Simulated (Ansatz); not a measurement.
# CsGdS2 (NaFeO2 type): equation of state

Aim: the bulk modulus of CsGdS2 (NaFeO2 type) from energies at several volumes around the relaxed one, with shape and atoms relaxed at each.

Method: DFT PBEsol, scalar-relativistic, plane waves, PAW, in Ansatz 0.2.0.

2 further runs of the same task are left out: 2 that didn't finish.

**1. The starting structure**

Symmetry: R-3m, No. 166, trigonal system. Conventional cell: a = 4.080 Å, b = 4.080 Å, c = 23.784 Å, α = 90.00°, β = 90.00°, γ = 120.00°. Cs (site symmetry -3m) is surrounded by 6 S at 3.44 Å. Around Gd (site symmetry -3m) lie 6 S at 2.77 Å. S (site symmetry 3m) has 3 Gd at 2.77 Å and 3 Cs at 3.44 Å as nearest neighbours.

Coordinates:

```xyz
4
Lattice="2.0398 1.1777 7.9281 -2.0398 1.1777 7.9281 0.0000 -2.3553 7.9281" Properties=species:S:1:pos:R:3 pbc="T T T"
Cs    0.0000    0.0000   11.8921
Gd    0.0000    0.0000    0.0000
S     0.0000    0.0000    6.4663
S     0.0000    0.0000   17.3180
```

This cell comes from an earlier session at PBEsol: 28.567 Å³/atom at 0.01 GPa, on a 8×8×8 mesh.

Volume factors to run: 0.980, 1.020, 0.960, 1.040.

**2. Scaling the volume by 0.980**

input.yaml reads:

```yaml
crystal:
  lattice:
    - [2.0260970017, 1.1697676493, 7.8748686951]
    - [-2.0260970017, 1.1697676493, 7.8748686951]
    - [0.0, -2.3395352986, 7.8748686952]
  atoms:
    - { symbol: Cs, position: [0.5, 0.5, 0.5] }
    - { symbol: Gd, position: [0.0, 0.0, 0.0], spin: 7.58 }
    - { symbol: S, position: [0.2718716935, 0.2718716935, 0.2718716935] }
    - { symbol: S, position: [0.7281283065, 0.7281283065, 0.7281283065] }
basis:
  ecutwfc: 420
  ecutrho_ratio: 4
kpoints:
  mp_grid: { grid: [8, 8, 8] }
hamiltonian:
  xc: pbesol
scf:
  occupations: { method: gaussian, width: 0.05 }
output:
  forces: true
  stress: true
  eigenvalues: true
  populations: true
magnetization:
  spin_polarized: true
relax:
  f_tol: 0.01
  max_steps: 40
  cell: { stress_tol: 0.1, fix: [volume] }
```

Command:

```sh
ansatz run input.yaml --threads 4 --pin off --max-ram 4096MiB --backend cpu --events-out ev --progress --plain --runs-dir out
```

Further steps of the session: Volume × 1.020; Scaling the volume by 0.960; At 1.040 of the relaxed volume.

Q: Predict the outcome of this session. Wanted: V0; B0; B0′; scatter of the fit.

The runs gave:

| quantity | value |
| --- | --- |
| V0 | 28.579 Å³/atom |
| B0 | 44 GPa |
| B0′ | 4.5 |
| scatter of the fit | 0.001 meV/atom |

**Reading.** The fitted minimum lies at 28.58 Å³/atom, and the bulk modulus is 44 GPa. One per cent of compression takes about 0.44 GPa. The gap on the mesh opens from 1.61 to 1.75 eV as the cell expands over this range. These are values at 0 K without zero-point motion. No U or exact exchange acts on the open f shell of Gd, so the gap holds for this level alone and is likely too small. Spin–orbit coupling is left out, though the cell holds Gd; it splits the 4f levels.
